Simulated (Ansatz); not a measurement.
# CH6BrGaO2Si: vertical ionisation energy

An exercise on one series of results from a longer session: the logs are not shown, and one member is left open.

The runs use Ansatz 0.2.0, Gaussian basis; unrestricted cation, the program's frozen cores in correlated methods.

Plan: UKS PBE-D4/def2-TZVPP; UKS r2SCAN-D4/def2-TZVPP; UKS PBE0-D4/def2-TZVPP; UKS B3LYP-D4/def2-TZVPP; UKS wB97X-V/def2-TZVPP; UKS wB97M-V/def2-TZVPP; UKS B2PLYP/def2-TZVPP; UHF-MP2/def2-TZVPP; then −ε(HOMO) from the neutral's earlier runs with LDA (SPW92), PBE-D4, revPBE-D4, BLYP-D4, r2SCAN-D4, B97M-V, PBE0-D4, B3LYP-D4, r2SCANh-D4, r2SCAN0-D4, HSE06-D4, BHLYP-D4, CAM-B3LYP-D4, LC-ωPBE, ωB97X-V, ωB97M-V.

1 further run of the same task is left out (it didn't finish).

## Structure used throughout

All runs share one geometry, relaxed beforehand with PBE0-D4 in a triple-zeta def2 set.

SMILES `C[O][Ga]([Br])[O][SiH3]`, 12 atoms, charge 0, spin multiplicity 1.

Atoms are counted from 1 here; the program's logs count them from 0.

Bond lengths: C1–O2 1.414 Å, C1–H7 1.094 Å, C1–H8 1.095 Å, C1–H9 1.094 Å, O2–Ga3 1.759 Å, Ga3–Br4 2.256 Å, Ga3–O5 1.766 Å, O5–Si6 1.638 Å, Si6–H10 1.485 Å, Si6–H11 1.487 Å, Si6–H12 1.488 Å. Angles: O2–C1–H7 109.3°, O2–C1–H8 113.2°, O2–C1–H9 109.2°, H7–C1–H8 108.3°, H7–C1–H9 108.4°, H8–C1–H9 108.3°, C1–O2–Ga3 122.0°, O2–Ga3–Br4 120.3°, O2–Ga3–O5 118.2°, Br4–Ga3–O5 121.4°, Ga3–O5–Si6 138.5°, O5–Si6–H10 108.3°, O5–Si6–H11 110.2°, O5–Si6–H12 111.2°, H10–Si6–H11 109.2°, H10–Si6–H12 109.2°, H11–Si6–H12 108.7°.

Set-up of the first run:

in.yaml

```yaml
crystal:
  periodic: [false, false, false]
  atoms:
    - {symbol: C, position_ang: [-0.920565, -1.323608, 1.967612]}
    - {symbol: O, position_ang: [-1.484503, -0.090893, 1.566455]}
    - {symbol: Ga, position_ang: [-0.848759, 0.824714, 0.205087]}
    - {symbol: Br, position_ang: [-1.790784, 2.787079, -0.387934]}
    - {symbol: O, position_ang: [0.534642, 0.164634, -0.672770]}
    - {symbol: Si, position_ang: [1.486697, 0.568301, -1.942718]}
    - {symbol: H, position_ang: [-1.682502, -2.106420, 1.905944]}
    - {symbol: H, position_ang: [-0.065149, -1.626526, 1.354466]}
    - {symbol: H, position_ang: [-0.588794, -1.246795, 3.007388]}
    - {symbol: H, position_ang: [1.967550, -0.682696, -2.582592]}
    - {symbol: H, position_ang: [2.656785, 1.359283, -1.476807]}
    - {symbol: H, position_ang: [0.735394, 1.372927, -2.944130]}
basis:
  gaussian: {orbitals: def2-TZVPP}
total_charge: 1
magnetization: {spin_polarized: true, initial_magnetization: 1}
hamiltonian: {xc: pbe, dispersion: d4}
```

Among the steps run: Cation, UKS PBE-D4/def2-TZVPP; Cation, UKS r2SCAN-D4/def2-TZVPP; Cation, UKS PBE0-D4/def2-TZVPP; Cation, UKS B3LYP-D4/def2-TZVPP; Cation, UKS wB97X-V/def2-TZVPP; Cation, UKS wB97M-V/def2-TZVPP; Cation, UKS B2PLYP (frozen core)/def2-TZVPP; Cation, UHF-MP2/def2-TZVPP.

One of the session's tables, all rows but one given; the rest of the session is left out.

It belongs to the step «Ionisation energies side by side». For comparison, −ε(HOMO) of the neutral from earlier runs:

```
  functional  −ε(HOMO) (eV)
 LDA (SPW92)           6.95
      PBE-D4              ?
   revPBE-D4           6.73
     BLYP-D4           6.69
   r2SCAN-D4           7.12
      B97M-V           7.23
     PBE0-D4           8.30
    B3LYP-D4           8.06
  r2SCANh-D4           7.68
  r2SCAN0-D4           8.53
    HSE06-D4           7.89
    BHLYP-D4           9.74
CAM-B3LYP-D4           9.74
     LC-ωPBE          11.10
     ωB97X-V          10.76
     ωB97M-V          10.68
```

Estimate the missing values for PBE-D4.

As computed: −ε(HOMO) (eV): 6.79. In the column «−ε(HOMO) (eV)» it lies between revPBE-D4 (6.73) and LDA (SPW92) (6.95).
